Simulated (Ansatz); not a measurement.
**CH₅B₂F: a ladder of functionals and wavefunction methods**

One table from this session's results is given with a row withheld; the runs are named, their logs left out.

The runs use Ansatz 0.2.0, Gaussian basis; functionals in def2-TZVPP, the program's frozen cores in correlated methods.

The runs, in order: LDA (SPW92), PBE-D4, revPBE-D4, BLYP-D4, r2SCAN-D4, B97M-V, PBE0-D4, B3LYP-D4, r2SCANh-D4, r2SCAN0-D4, HSE06-D4, BHLYP-D4, CAM-B3LYP-D4, LC-ωPBE, ωB97X-V, ωB97M-V, B2PLYP, PBE-QIDH; CCSD(T)/def2-SVP; CCSD(T)/def2-TZVPP; MP2/def2-QZVPP; extrapolation to the limit; RPA on PBE.

### The geometry

All runs share one geometry, relaxed beforehand with PBE0-D4 in a triple-zeta def2 set.

SMILES `BCBF`, 9 atoms, charge 0, spin multiplicity 1.

Atoms are counted from 1 here; the program's logs count them from 0.

Bond lengths: B1–C2 1.549 Å, B1–H5 1.198 Å, B1–H6 1.196 Å, C2–B3 1.558 Å, C2–H7 1.102 Å, C2–H8 1.091 Å, B3–F4 1.325 Å, B3–H9 1.199 Å. Angles: C2–B1–H5 120.0°, C2–B1–H6 121.3°, H5–B1–H6 118.7°, B1–C2–B3 109.3°, B1–C2–H7 105.8°, B1–C2–H8 114.7°, B3–C2–H7 102.7°, B3–C2–H8 112.0°, H7–C2–H8 111.5°, C2–B3–F4 119.9°, C2–B3–H9 123.3°, F4–B3–H9 116.8°.

Set-up of the first run:

Input file in.yaml:

```yaml
crystal:
  periodic: [false, false, false]
  atoms:
    - {symbol: B, position_ang: [-0.655610, 1.127690, 0.063914]}
    - {symbol: C, position_ang: [0.111219, -0.103909, 0.608045]}
    - {symbol: B, position_ang: [0.540729, -1.011839, -0.583218]}
    - {symbol: F, position_ang: [-0.019920, -2.201730, -0.742285]}
    - {symbol: H, position_ang: [-0.093957, 1.922086, -0.634498]}
    - {symbol: H, position_ang: [-1.815335, 1.293931, 0.306193]}
    - {symbol: H, position_ang: [1.074310, 0.282961, 0.978532]}
    - {symbol: H, position_ang: [-0.417824, -0.664976, 1.379182]}
    - {symbol: H, position_ang: [1.364788, -0.690515, -1.392864]}
basis:
  gaussian: {orbitals: def2-TZVPP}
hamiltonian: {xc: lda}
output: {orbitals: {seedname: orbitals}}
```

Launch:

```
ansatz run in.yaml --threads 2 --pin off --events-out ev --progress --plain --max-ram 4352MiB
```

Among the steps run: LDA; PBE-D4 (GGA); revPBE-D4 (GGA); BLYP-D4 (GGA); r2SCAN-D4 (meta-GGA); B97M-V (meta-GGA); B3LYP-D4 (hybrid); r2SCANh-D4 (hybrid); r2SCAN0-D4 (hybrid); HSE06-D4 (hybrid); BHLYP-D4 (hybrid); CAM-B3LYP-D4 (range-separated); LC-ωPBE (range-separated); ωB97X-V (range-separated); ωB97M-V (range-separated); B2PLYP (double hybrid); PBE-QIDH (double hybrid).

One of the session's tables, all rows but one given; the rest of the session is left out.

It belongs to the step «Orbital energies across the functionals». 

```
  functional  HOMO (eV)  LUMO (eV)  gap (eV)
 LDA (SPW92)      -7.60      -3.02      4.58
      PBE-D4      -7.51      -2.73      4.78
   revPBE-D4      -7.47      -2.61      4.86
     BLYP-D4      -7.45      -2.59      4.86
   r2SCAN-D4      -7.81      -2.35      5.46
      B97M-V          ?          ?         ?
     PBE0-D4      -8.95      -1.74      7.21
    B3LYP-D4      -8.75      -1.97      6.79
  r2SCANh-D4      -8.35      -2.01      6.34
  r2SCAN0-D4      -9.14      -1.51      7.63
    HSE06-D4      -8.54      -2.12      6.42
    BHLYP-D4     -10.34      -0.71      9.63
CAM-B3LYP-D4     -10.41      -0.64      9.77
     LC-ωPBE     -11.75       0.59     12.34
     ωB97X-V     -11.40       0.48     11.88
     ωB97M-V     -11.26       0.22     11.48
```

Q: Estimate the row for B97M-V from the others.

The run gave: HOMO (eV): -7.93; LUMO (eV): -2.45; gap (eV): 5.48. In the column «HOMO (eV)» it lies between r2SCANh-D4 (-8.35) and r2SCAN-D4 (-7.81).
